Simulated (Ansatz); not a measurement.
# TaRu: the cost of one run

Method: DFT PBEsol, scalar-relativistic, plane waves, PAW, in Ansatz 0.2.0.

1 further run of the same task is left out (set aside as unsound or not needed). Runs told in other sessions of the task aren't counted.

### 1 The starting structure

Symmetry: P4/mmm, No. 123, tetragonal system. Conventional cell: a = 3.023 Å, b = 3.023 Å, c = 3.387 Å, α = 90.00°, β = 90.00°, γ = 90.00°. Ta (site symmetry 4/mmm) is surrounded by 8 Ru at 2.73 Å and 4 Ta at 3.02 Å. Ru (site symmetry 4/mmm) is surrounded by 8 Ta at 2.73 Å and 4 Ru at 3.02 Å.

As a file:

```cif
data_structure
_symmetry_space_group_name_H-M 'P4/mmm'
_symmetry_Int_Tables_number 123
_cell_length_a 3.0235
_cell_length_b 3.0235
_cell_length_c 3.3872
_cell_angle_alpha 90.000
_cell_angle_beta 90.000
_cell_angle_gamma 90.000
_cell_volume 30.96
loop_
_atom_site_label
_atom_site_type_symbol
_atom_site_symmetry_multiplicity
_atom_site_Wyckoff_symbol
_atom_site_fract_x
_atom_site_fract_y
_atom_site_fract_z
_atom_site_occupancy
Ta1 Ta 1 d 0.50000 0.50000 0.50000 1
Ru1 Ru 1 a 0.00000 0.00000 0.00000 1
```

It is the result of an earlier relaxation at this level (volume 15.48 Å³/atom; gap on the mesh: none (metal)).

### 2 Bulk reference on the slab's mesh

Contents of input.yaml:

```yaml
crystal:
  lattice:
    - [3.3872292416, 0.0, 0.0]
    - [0.0, 6.760654415, 0.0]
    - [0.0, 2.704261766, 1.352130883]
  atoms:
    - { symbol: Ta, position: [0.5, 0.5, 0.5] }
    - { symbol: Ru, position: [0.0, 0.0, 0.0] }
basis:
  ecutwfc: 420
kpoints:
  mp_grid: { grid: [10, 5, 25] }
hamiltonian:
  xc: pbesol
scf:
  occupations: { method: gaussian, width: 0.1 }
output:
  forces: true
  stress: true
  eigenvalues: true
  write_density: true
  write_potential: true
  elf: true
  volumetric_format: npy
```

Run with:

```
$ ansatz run input.yaml --threads 8 --pin off --max-ram 15360MiB --backend cpu --events-out ev --progress --plain --runs-dir out
```

What time and memory should one allow on 8 threads of Arm Neoverse V1, shared host?

About 1.5 s, with a peak of 0.45 GiB.
